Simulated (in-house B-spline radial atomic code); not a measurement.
**Ho⁸⁺: ionisation energy by several methods**

An exercise on one series of results from a longer session: the logs are not shown, and one member is left open.

Program: in-house B-spline radial atomic code version 1. Level of theory: non-relativistic, several functionals, spin-polarised; spherical all-electron atom at the radial basis limit. These are calculated values, not measurements, unless marked.

### What is computed

| Item | Value |
| --- | --- |
| element | holmium (Z = 67) |
| charge | +8 |
| electrons | 59 |
| configuration | [Kr] 4d10 4f10 5s2 5p1 |
| nucleus | point |

The outer shells:

[Kr] 4d10 4f10 5s2 5p1
```
[Kr] core
4d [↑↓][↑↓][↑↓][↑↓][↑↓]
4f [↑↓][↑↓][↑↓][↑ ][↑ ][↑ ][↑ ]
5s [↑↓]
5p [↑ ][  ][  ]
```

Where spins are not typed, each open shell is filled with up spins first.

Set-up of the first run:

Input settings:

```ini
Z = 67
electrons = 59.0
configuration = [Kr] 4d10 4f10 5s2 5p1
hamiltonian = nr
method = b88,p86
spin_polarised = True
```

Among the steps run: BP86, a GGA; PW91, a GGA; AM05, a GGA; exchange-only LDA; revTPSS, a meta-GGA.

One table of the session follows, with a row left open; its other results are not shown here.

```
           method  ΔSCF (eV)
exchange-only LDA          ?
             BP86     136.20
             PW91     136.15
             AM05     136.20
          revTPSS     135.50
```

Q: Estimate the row for exchange-only LDA from the others.

As computed: ΔSCF (eV): 134.19. In the column «ΔSCF (eV)» it is the lowest.

To keep in mind: These runs leave out relativity, which matters at this nuclear charge.
